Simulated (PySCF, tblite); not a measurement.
# C₄H₁₀FSi+: a rotation path, then NMR shifts on frames

How do NMR shifts of C₄H₁₀FSi+ (`C[Si+](C)CCF`) change as the atoms move?

The runs use tblite 0.8.0 and PySCF 2.14.0, with density-fitted response routines of our own; the level of theory stands in each step. All values are computed, except where a source is named. Atoms count from 0, in the outputs and in this text.

### 1 The starting structure

16 atoms, charge 1, multiplicity 1; geometry from: GFN2-xTB.

Bonds of the start (Å): C0–Si1 1.88, Si1–C2 1.88, Si1–C3 1.90, C3–C4 1.53, C4–F5 1.38, C0–H6 1.09, C0–H7 1.09, C0–H8 1.09, C2–H9 1.09, C2–H10 1.09, C2–H11 1.09, C3–H12 1.09, C3–H13 1.09, C4–H14 1.09, C4–H15 1.09.

### 2 The rotation path with GFN2-xTB

The job: settings as JSON, then the geometry in Å.

```
{"job": {"kind": "neb", "xc": "GFN2-xTB", "basis": "xTB", "atoms": [1, 3, 4, 5], "turn": 120}, "charge": 1, "multiplicity": 1}
C     -1.473568    -1.454639     0.742719
Si    -0.644193    -0.012611    -0.129335
C     -1.232846     1.772726    -0.067269
C      1.001917    -0.380268    -1.013972
C      2.115231    -0.013690    -0.025810
F      1.614841    -0.177031     1.253310
H     -2.241798    -1.121124     1.440334
H     -1.948221    -2.137483     0.037378
H     -0.742290    -2.033780     1.310649
H     -0.924857     2.246284     0.866478
H     -0.825261     2.372033    -0.883930
H     -2.319566     1.842352    -0.114662
H      1.139885     0.174601    -1.942368
H      1.068346    -1.442163    -1.264966
H      2.414781     1.033589    -0.104312
H      2.989998    -0.659849    -0.115655
```

Method: GFN2-xTB climbing-image nudged elastic band, gas phase.

Command:

```console
$ OMP_NUM_THREADS=1 python probes_run.py task.json out
```

This one command runs all jobs of the session in turn.

The log of the run:

```text
image   E - E0 / eV
  0      -0.0000
  1       0.0109
  2       0.0570
  3       0.1449
  4       0.2481
  5       0.3118
  6       0.3057
  7       0.2723
  8       0.2512
```

Wall time 12 s (1 thread, shared host).

The final band, with the dihedral Si1–C3–C4–F5:

| image | dihedral (°) | energy (eV) | energy (kcal/mol) |
| --- | --- | --- | --- |
| 0 | 28 | 0.000 | 0.0 |
| 1 | 45 | 0.011 | 0.3 |
| 2 | 62 | 0.057 | 1.3 |
| 3 | 81 | 0.145 | 3.3 |
| 4 | 101 | 0.248 | 5.7 |
| 5 | 124 | 0.312 | 7.2 |
| 6 | 142 | 0.306 | 7.1 |
| 7 | 163 | 0.272 | 6.3 |
| 8 | 180 | 0.251 | 5.8 |

### 3 NMR shieldings: image 0, PBE0/pcSseg-1

The job: settings as JSON, then the geometry in Å.

```
{"job": {"kind": "nmr", "xc": "PBE0", "basis": "pcSseg-1", "pop": false}, "charge": 1, "multiplicity": 1}
C     -1.473600    -1.454600     0.742700
Si    -0.644200    -0.012600    -0.129300
C     -1.232800     1.772700    -0.067300
C      1.001900    -0.380300    -1.014000
C      2.115200    -0.013700    -0.025800
F      1.614800    -0.177000     1.253300
H     -2.241800    -1.121100     1.440300
H     -1.948200    -2.137500     0.037400
H     -0.742300    -2.033800     1.310600
H     -0.924900     2.246300     0.866500
H     -0.825300     2.372000    -0.883900
H     -2.319600     1.842400    -0.114700
H      1.139900     0.174600    -1.942400
H      1.068300    -1.442200    -1.265000
H      2.414800     1.033600    -0.104300
H      2.990000    -0.659800    -0.115700
```

Method: GIAO PBE0/pcSseg-1 NMR shielding, non-relativistic, gas phase.

The log of the run:

```text
coarse grid: 13256 points
cycle   1  E = -546.9438091125  dE =  5.584e-01  |g| = 5.987e-01  |ddm| = 3.335e+00
cycle   2  E = -546.9180104080  dE =  2.580e-02  |g| = 7.415e-01  |ddm| = 1.113e+00
cycle   3  E = -547.0218644614  dE = -1.039e-01  |g| = 9.316e-02  |ddm| = 5.904e-01
cycle   4  E = -547.0231500939  dE = -1.286e-03  |g| = 3.040e-02  |ddm| = 8.144e-02
cycle   5  E = -547.0233360530  dE = -1.860e-04  |g| = 3.546e-03  |ddm| = 2.369e-02
cycle   6  E = -547.0233383836  dE = -2.331e-06  |g| = 1.095e-03  |ddm| = 3.540e-03
final grid: 122088 points
cycle   7  E = -547.0646763028  dE = -3.109e-05  |g| = 9.398e-03  |ddm| = 2.070e-02
cycle   8  E = -547.0646691633  dE =  7.139e-06  |g| = 1.135e-02  |ddm| = 1.337e-02
cycle   9  E = -547.0646972403  dE = -2.808e-05  |g| = 1.382e-03  |ddm| = 7.251e-03
cycle  10  E = -547.0646975351  dE = -2.948e-07  |g| = 2.174e-04  |ddm| = 1.021e-03
cycle  11  E = -547.0646975420  dE = -6.877e-09  |g| = 4.527e-05  |ddm| = 1.667e-04
cycle  12  E = -547.0646975425  dE = -4.720e-10  |g| = 1.147e-05  |ddm| = 6.453e-05
converged SCF energy = -547.0646975425

GIAO shielding tensors (ppm)
atom      isotropic    diamagn.    paramagn.     s11        s22        s33       span
  0 C      166.176     257.291     -91.116    131.824    175.084    191.619     59.795
  1 Si     -50.992     882.003    -932.995   -227.431   -188.400    262.856    490.287
  2 C      168.744     257.694     -88.950    138.287    175.863    192.082     53.795
  3 C      148.319     259.310    -110.991    103.477    168.250    173.229     69.752
  4 C       99.539     243.204    -143.666     57.837     76.699    164.081    106.243
  5 F      385.961     477.878     -91.917    300.098    389.529    468.255    168.157
  6 H       29.159      29.035       0.124     24.983     27.080     35.415     10.432
  7 H       29.556      28.421       1.135     25.707     26.555     36.405     10.698
  8 H       29.109      30.536      -1.428     24.974     27.468     34.884      9.910
  9 H       29.465      29.865      -0.400     25.886     26.359     36.148     10.263
 10 H       28.958      30.056      -1.097     24.871     27.168     34.835      9.964
 11 H       29.288      28.250       1.038     25.051     26.890     35.924     10.873
 12 H       29.128      31.043      -1.915     25.903     26.745     34.736      8.833
 13 H       28.060      31.654      -3.594     25.417     26.719     32.045      6.627
 14 H       26.029      29.028      -2.999     22.492     25.913     29.683      7.191
 15 H       25.952      27.099      -1.148     22.162     25.128     30.564      8.402
```

Run time: 67 s. Hardware: 1 thread, shared host.

The references, computed at this level on geometries of the same kind, shield at (ppm): 1H TMS 31.72, 13C TMS 186.9, 29Si TMS 349.2, 19F CFCl3 170.9. Their shielding less the atom's gives the shift. The references are single molecules in the gas phase, so shifts against H2O, NH3, PH3, H3PO4 or CFCl3 are not on the usual liquid scales and can be off by tens of ppm. Each atom is listed at this fixed geometry, with no averaging over motion; a spectrum would average atoms that exchange fast.

| atoms | environment | σ (ppm) | δ (ppm) |
| --- | --- | --- | --- |
| C4 | sp3 CH2 bonded to F | 99.5 | 87.4 |
| C3 | sp3 CH2 bonded to Si | 148.3 | 38.6 |
| C0 | methyl carbon bonded to Si | 166.2 | 20.7 |
| C2 | methyl carbon bonded to Si | 168.7 | 18.2 |
| H15 | hydrogen on an sp3 CH2 bonded to F | 25.95 | 5.77 |
| H14 | hydrogen on an sp3 CH2 bonded to F | 26.03 | 5.69 |
| H13 | hydrogen on an sp3 CH2 bonded to Si | 28.06 | 3.66 |
| H10 | hydrogen on a methyl carbon bonded to Si | 28.96 | 2.76 |
| H8 | hydrogen on a methyl carbon bonded to Si | 29.11 | 2.61 |
| H12 | hydrogen on an sp3 CH2 bonded to Si | 29.13 | 2.59 |
| H6 | hydrogen on a methyl carbon bonded to Si | 29.16 | 2.56 |
| H11 | hydrogen on a methyl carbon bonded to Si | 29.29 | 2.43 |
| H9 | hydrogen on a methyl carbon bonded to Si | 29.46 | 2.25 |
| H7 | hydrogen on a methyl carbon bonded to Si | 29.56 | 2.16 |
| Si1 | silicon bonded to 3 C | -51.0 | 400.1 |
| F5 | fluorine on an sp3 carbon | 386.0 | -215.0 |

Orbitals, density, ELF and potential are computed afterwards from the orbital file.

Frontier orbitals at PBE0/pcSseg-1, with the share of their density that lies nearest to each atom:

| orbital | energy (eV) | lies on |
| --- | --- | --- |
| HOMO | -13.93 | F5 19 %; H15 18 %; C3 13 % |
| LUMO | -7.57 | Si1 64 % |

ELF in a plane through or near 5 of the atoms.

Ten even steps from '0' (0.00) to '9' (1.00):
```
0000000000000000000000000000
0000000000000000000000000000
0000000000000000000000000000
0000000000000002210000000000
0000000000000289971000000000
0000000000000499983221000000
0000024100000169966899500000
0000699920000015638999800000
0001999963100027877899600000
0000899922410111462121000000
0000024622410211341000000000
0000018999500248862110000000
0000039999500136755563000000
0000007998100126766786000000
0000000000000124764342000000
0000000000000012221100000000
0000000000000000000000000000
0000000000000000000000000000
0000000000000000000000000000
0000000000000000000000000000
```
The map spans 11.1 Å across and 10.2 Å up, centred on the molecule. Atoms in the plane (x, y in Å): C4 (-2.1, 0.0), H6 (2.5, 1.4), H8 (0.9, 2.3), H14 (-2.3, -1.0), H15 (-3.0, 0.6).

log10 of the density (e/Å³) in the same plane.

Ten even steps from '0' (-4.0) to '9' (0.8):
```
0000000000000000000000000000
0000000000000000000000000000
0000000000000001121100000000
0000000000000234443321000000
0000000000012456665543210000
0000011111123467877654310000
0001234443334567888876420000
0012456666555567888886531000
0013568877766667787776420000
0013568899876667776654310000
0012457899876667765543200000
0001356888755667776654210000
0001246777644567887764310000
0000134555434567888765310000
0000012332223567777654210000
0000000111113456665543200000
0000000000001334443321000000
0000000000000112222110000000
0000000000000000000000000000
0000000000000000000000000000
```
The map spans 11.1 Å across and 10.2 Å up, centred on the molecule. Atoms in the plane (x, y in Å): C4 (-2.1, 0.0), H6 (2.5, 1.4), H8 (0.9, 2.3), H14 (-2.3, -1.0), H15 (-3.0, 0.6).

On the surface of density 0.002 e/bohr³ the electrostatic potential runs, from the 1st to the 99th percentile, from 2.59 V near F5 to 7.77 V near Si1.

### 4 Nuclear shieldings: image 2, PBE0/pcSseg-1

The job: settings as JSON, then the geometry in Å.

```
{"job": {"kind": "nmr", "xc": "PBE0", "basis": "pcSseg-1", "pop": false}, "charge": 1, "multiplicity": 1}
C     -1.519700    -1.409800     0.808400
Si    -0.681000    -0.025100    -0.140200
C     -1.235100     1.773600    -0.170600
C      0.992000    -0.362200    -0.971300
C      2.125900    -0.036800     0.010200
F      2.010900    -0.866200     1.094000
H     -2.281300    -1.035700     1.493200
H     -2.003700    -2.128900     0.145100
H     -0.782900    -1.962600     1.397400
H     -0.935800     2.283100     0.746600
H     -0.792900     2.323200    -1.004600
H     -2.317100     1.876100    -0.245800
H      1.138400     0.223900    -1.879800
H      1.094000    -1.415900    -1.248900
H      2.075800     0.985200     0.397100
H      3.104900    -0.213000    -0.442000
```

Method: GIAO PBE0/pcSseg-1 NMR shielding, non-relativistic, gas phase.

The log of the run:

```text
coarse grid: 13256 points
cycle   1  E = -546.9325062162  dE =  5.674e-01  |g| = 6.146e-01  |ddm| = 3.329e+00
cycle   2  E = -546.9050409204  dE =  2.747e-02  |g| = 7.639e-01  |ddm| = 1.148e+00
cycle   3  E = -547.0151987141  dE = -1.102e-01  |g| = 8.105e-02  |ddm| = 6.138e-01
cycle   4  E = -547.0161235774  dE = -9.249e-04  |g| = 3.223e-02  |ddm| = 7.481e-02
cycle   5  E = -547.0163349651  dE = -2.114e-04  |g| = 3.651e-03  |ddm| = 2.546e-02
cycle   6  E = -547.0163373862  dE = -2.421e-06  |g| = 1.243e-03  |ddm| = 3.668e-03
final grid: 122088 points
cycle   7  E = -547.0576959606  dE = -3.125e-05  |g| = 9.258e-03  |ddm| = 1.950e-02
cycle   8  E = -547.0576887910  dE =  7.170e-06  |g| = 1.115e-02  |ddm| = 1.320e-02
cycle   9  E = -547.0577164782  dE = -2.769e-05  |g| = 1.254e-03  |ddm| = 7.184e-03
cycle  10  E = -547.0577167265  dE = -2.483e-07  |g| = 2.119e-04  |ddm| = 9.225e-04
cycle  11  E = -547.0577167330  dE = -6.529e-09  |g| = 4.561e-05  |ddm| = 1.594e-04
cycle  12  E = -547.0577167335  dE = -4.794e-10  |g| = 9.805e-06  |ddm| = 6.457e-05
converged SCF energy = -547.0577167335

GIAO shielding tensors (ppm)
atom      isotropic    diamagn.    paramagn.     s11        s22        s33       span
  0 C      164.782     257.620     -92.838    127.529    175.197    191.620     64.091
  1 Si     -76.437     882.401    -958.838   -264.809   -227.943    263.441    528.250
  2 C      167.699     257.501     -89.803    137.424    173.875    191.797     54.374
  3 C      144.400     257.979    -113.580    110.626    157.952    164.621     53.995
  4 C      104.618     244.124    -139.506     65.076     81.038    167.740    102.664
  5 F      385.753     475.879     -90.126    316.782    378.423    462.053    145.270
  6 H       28.979      28.932       0.047     24.882     26.942     35.113     10.231
  7 H       29.360      28.218       1.141     25.461     26.382     36.235     10.774
  8 H       29.061      30.418      -1.356     24.803     27.530     34.851     10.048
  9 H       29.482      29.866      -0.384     25.929     26.370     36.146     10.217
 10 H       28.989      30.081      -1.092     24.823     27.403     34.740      9.916
 11 H       29.175      28.133       1.041     24.999     26.732     35.793     10.793
 12 H       29.205      31.136      -1.931     25.505     27.315     34.793      9.289
 13 H       28.213      31.034      -2.822     25.534     26.759     32.345      6.811
 14 H       26.479      30.054      -3.575     23.025     26.834     29.578      6.553
 15 H       26.022      26.987      -0.965     21.667     25.538     30.862      9.195
```

It took 46 s on 1 thread, shared host.

Key values: δ C4 82.3, C3 42.5, C0 22.1, C2 19.2, H15 5.69, H14 5.24 ppm.

[end of part 1 of 2]
